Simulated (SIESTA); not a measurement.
Runs of SIESTA 5.4.2 on Ba2Tl5V3O12. Symmetry: R-3m, No. 166, trigonal system. Conventional cell: a = 8.474 Å, b = 8.474 Å, c = 18.385 Å, α = 90.00°, β = 90.00°, γ = 120.00°. Ba (site symmetry -3m) is surrounded by 12 O at 3.23 Å. Around Ba (site symmetry -3m) lie 12 O at 3.22 Å. Around V (site symmetry 2/m) lie 4 O at 1.82 Å. Tl (site symmetry 2/m) has 4 O at 2.36 Å as nearest neighbours. Around Tl (site symmetry 3m) lie 3 V at 2.80 Å and 6 O at 2.84 Å and 3 Tl at 2.98 Å. O (site symmetry 1) is surrounded by 1 V at 1.82 Å. The cell was built by a generator and needn't be a form met in nature.

| task | level | potentials or basis | spin | cell | gap on the mesh (eV) | pressure (GPa) | moment (μB) | largest force (eV/Å) |
| --- | --- | --- | --- | --- | --- | --- | --- | --- |
| band structure | RPBE | PseudoDojo 0.4 standard (PBE files), DZP (energy shift 0.003 Ry; two zetas on semicore shells; d shell added on Ba) | collinear, ferromagnetic start | as given | none | 4.2 | 1.12 | 0.33 |
| single point | PBE | PseudoDojo 0.4 standard (PBE files), DZP (energy shift 0.003 Ry; two zetas on semicore shells; d shell added on Ba) | collinear, ferromagnetic start | atoms moved at random, drawn with an rms of 0.05 Å | none | 2.5 | 1.02 | 1.50 |
| band structure | PBE | PseudoDojo 0.4 standard (PBE files), DZP (energy shift 0.003 Ry; two zetas on semicore shells; d shell added on Ba) | collinear, ferromagnetic start | as given | none | 1.4 | 1.09 | 0.23 |
| band structure | AM05 | PseudoDojo 0.4 standard (PBEsol files), DZP (energy shift 0.003 Ry; two zetas on semicore shells; d shell added on Ba) | collinear, ferromagnetic start | as given | none | -2.0 | 0.96 | 0.14 |
| band structure | LDA | PseudoDojo 0.4 standard (LDA files), DZP (energy shift 0.003 Ry; two zetas on semicore shells; d shell added on Ba) | collinear, ferromagnetic start | as given | none | -6.1 | 0.81 | 0.25 |
| band structure | PBEsol | PseudoDojo 0.4 standard (PBEsol files), DZP (energy shift 0.003 Ry; two zetas on semicore shells; d shell added on Ba) | collinear, ferromagnetic start | as given | none | (d) | 1.04 | (b) |
| band structure | BLYP | PseudoDojo 0.4 standard (PBE files), DZP (energy shift 0.003 Ry; two zetas on semicore shells; d shell added on Ba) | collinear, ferromagnetic start | as given | none | 5.6 | 1.07 | (c) |
| single point | PBE | PseudoDojo 0.4 standard (PBE files), DZP (energy shift 0.003 Ry; two zetas on semicore shells; d shell added on Ba) | collinear, ferromagnetic start | as given | none | 1.4 | 1.09 | 0.23 |
| band structure | PBE | PseudoDojo 0.4 standard (PBE files, fully relativistic), DZP (energy shift 0.003 Ry; two zetas on semicore shells; d shell added on Ba) | non-collinear, ferromagnetic start, SOC | as given | none | (a) | 1.03 | 0.25 |

Alike in all rows: k mesh 4 × 4 × 4; smearing fermi-dirac 0.05 eV; grid cutoff 800 Ry; energy shift 0.003 Ry.

**Question.** Fill in the values left out.

**Answer.** (a) 1.1; (b) 0.08; (c) 0.46; (d) -2.7.

Caveats: this set's barium file shifts pressures by up to 1 GPa against other sets; the basis of atomic orbitals isn't converged, which shifts pressures, moduli and gaps; semilocal functionals often make such compounds metallic where correlation or magnetic order opens a gap, which also shifts bond lengths; spin-orbit coupling is left out, which moves the levels of the heavy elements (some runs); the potentials were made for another functional, which shifts forces and pressure (some runs).

A k mesh can miss the band edges, and rows without SOC leave out spin-orbit coupling on Ba, Tl.

A gap of «none» marks a metal or a gap under the smearing width.
